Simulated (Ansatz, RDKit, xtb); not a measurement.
# C2H12OSi3: ranking a sample of isomers

A sample of isomers of C2H12OSi3 is drawn. Aim: find which of them has the lowest free energy at 298.15 K, then its properties. The sample is small against all isomers, and the most stable one of this formula need not be in it.

The funnel: GFN2-xTB relaxations, single points with a density functional, relaxations at B3LYP/def2-SVP, harmonic vibrations (at GFN2-xTB), and a last energy at a higher level. All values are calculated.

## 1. Candidates

Isomers were taken from a list of plausible structures; this is a sample, not all of them. That gives 4 candidates.

| label | SMILES | spin |
| --- | --- | --- |
| c304 | CO[SiH2][SiH2][SiH2]C | singlet |
| c561 | CO[Si@@H](C)[SiH2][SiH3] | singlet |
| c698 | CO[Si](C)([SiH3])[SiH3] | singlet |
| c845 | CO[Si@@H]([SiH3])[SiH2]C | singlet |

Candidates are built by distance geometry, with a force field where one applies, in up to four conformers (letters a to d).

Q: Predict the outcome of this search (final energies at CCSD(T)/def2-SVP + MP2/def2-TZVPP - MP2/def2-SVP).

| quantity | value |
| --- | --- |
| lowest structure found | CO[Si@@H](C)[SiH2][SiH3], singlet |
| next finalist | CO[Si](C)([SiH3])[SiH3], singlet, 2.0 kcal/mol higher in G |
| share at equilibrium, among the finalists | 94.0 % |

The search ends on `CO[Si@@H](C)[SiH2][SiH3]`. The margin, 2.0 kcal/mol, is modest. With 6 minima in the window unscreened, the next finalist need not be the second lowest, and margin and share hold for the finalists alone. HF/STO-3G, r2SCAN-D4/def2-SVP, B3LYP/def2-SVP, HF/def2-SVP and MP2/def2-SVP already put its bonding pattern lowest among the structures in one piece; GFN2-xTB favours the singlet CO[SiH2][SiH2][SiH2]C (c304b, not a finalist). 6 minima inside the window were never screened. Lowest found is not proven lowest: the search is finite, and each finalist counts with one conformer. Only 4 drawn patterns were tried, so whole families of isomers are missing, and the result ranks only the part of this sample that was screened.
